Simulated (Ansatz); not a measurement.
Run this with Ansatz 0.2.0 through its Python package and show what comes out.

Script `run_edit.py`:
```python
'''Keys set on an Input object, for Cu2Te.'''

import warnings

import ansatz as az
import pandas as pd


def main() -> None:
    warnings.simplefilter('ignore', az.DeckWarning)

    system = (
        az.Lattice.from_parameters(4.304014, 4.304014, 8.523477, alpha=90.0, beta=90.0, gamma=120.0)
        .atom('Cu', (2 / 3, 1 / 3, 0.151954))
        .atom('Cu', (1 / 3, 2 / 3, 0.151954))
        .atom('Cu', (1 / 3, 2 / 3, 0.848046))
        .atom('Cu', (2 / 3, 1 / 3, 0.848046))
        .atom('Te', (0.0, 0.0, 0.266188))
        .atom('Te', (0.0, 0.0, 0.733812))
    )

    calculation = system.calculation()
    calculation = calculation.occupations(az.OccupationsMethod.COLD, width=0.15).basis(18 * az.Ha)
    calculation = calculation.functional('pbesol').kpoints(density=3.8)
    calculation = calculation.band_table()
    typed = calculation.input()
    rows = []
    for value in [1, 2, 3]:
        edited = typed.set(az.key.basis.xc_grid, value)
        summary = az.Session.from_dict(edited).plan().execute().report
        rows.append((value, summary['free_energy_ev'], summary['n_iterations'], len(summary['eigenvalues_ev'][0]) if 'eigenvalues_ev' in summary else 0))
    print(pd.DataFrame(rows, columns=['xc grid', 'F eV', 'iterations', 'bands listed']).round(4).to_string(index=False))
    print(edited.to_yaml())


if __name__ == '__main__':
    main()
```

`python run_edit.py` gives:
```text
 xc grid        F eV  iterations  bands listed
       1 -40157.1785           7            65
       2 -40157.1785           7            65
       3 -40157.1785           7            65
crystal:
  lattice:
    a: 4.304014
    b: 4.304014
    c: 8.523477
    alpha: 90.0
    beta: 90.0
    gamma: 120.0
  atoms:
    - { symbol: Cu, position: [0.6666666666666666, 0.3333333333333333, 0.151954] }
    - { symbol: Cu, position: [0.3333333333333333, 0.6666666666666666, 0.151954] }
    - { symbol: Cu, position: [0.3333333333333333, 0.6666666666666666, 0.848046] }
    - { symbol: Cu, position: [0.6666666666666666, 0.3333333333333333, 0.848046] }
    - { symbol: Te, position: [0.0, 0.0, 0.266188] }
    - { symbol: Te, position: [0.0, 0.0, 0.733812] }
basis:
  ecutwfc: 489.804952427784
  xc_grid: 3
kpoints:
  mp_grid:
    kspacing: 0.2631578947368421
hamiltonian:
  xc: pbesol
scf:
  occupations:
    method: cold
    width: 0.15
output:
  eigenvalues: true
```

Reading the output:
- Total energies depend on the potentials; only differences at equal settings carry meaning. A total without «per atom» is that of the whole cell that was run.
- No spin polarisation was allowed.
- For a metal this k-point mesh is coarse: on a finer one energies can move by several to tens of meV an atom and pressures by half a GPa or more, differences at one mesh by less.
- This cell is a computed structure, which may not be the phase found in nature.
- It ran for 28 s on 1 thread of Intel(R) Xeon(R) Platinum 8259CL CPU @ 2.50GHz (Skylake/Cascade Lake) (shared host), peak memory 0.66 GiB.
